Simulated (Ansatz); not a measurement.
# MoPd2 (Immm) in Ansatz: equation of state

How stiff is MoPd2 in PBEsol, and what volume does it want? The cell is scaled to several volumes.

All numbers are computed with Ansatz 0.2.0; they aren't measurements. Logs are shortened: lines on timing, memory, paths and dates and some standing lists are left out, and cuts for length are marked.

**1. Starting point**

The structure is orthorhombic, space group Immm (No. 71). The conventional cell has a = 2.747 Å, b = 3.944 Å, c = 8.228 Å, α = 90.00°, β = 90.00°, γ = 90.00°. Pd (site symmetry mm2) has 7 Pd at 2.72 to 2.78 Å and 5 Mo at 2.75 to 2.76 Å as nearest neighbours. Mo (site symmetry mmm) has 2 Mo at 2.75 Å and 10 Pd at 2.75 to 2.76 Å as nearest neighbours.

The cell comes from a database or a generator and needn't be the stable form of this composition.

**2. Equation of state, PBEsol**

Potentials or basis: all-electron LAPW, scalar-relativistic.

No new run: the results of the series are fitted here.

Results:

* Equilibrium volume: 14.53 Å³/atom
* Bulk modulus at fixed shape and positions: 252 GPa
* Pressure derivative of the bulk modulus: 5.0

Energy against volume, from the lowest point:
```tsv
volume (Å³/atom)	energy (meV/atom)
13.966	18.60
14.263	3.96
14.560	0.00
14.857	5.48
15.154	19.31
15.452	40.53
15.749	68.24
```

Caveat: the cell was scaled at fixed shape and fractional positions, which overstates the stiffness of a crystal with free parameters, most of all of layers and chains.
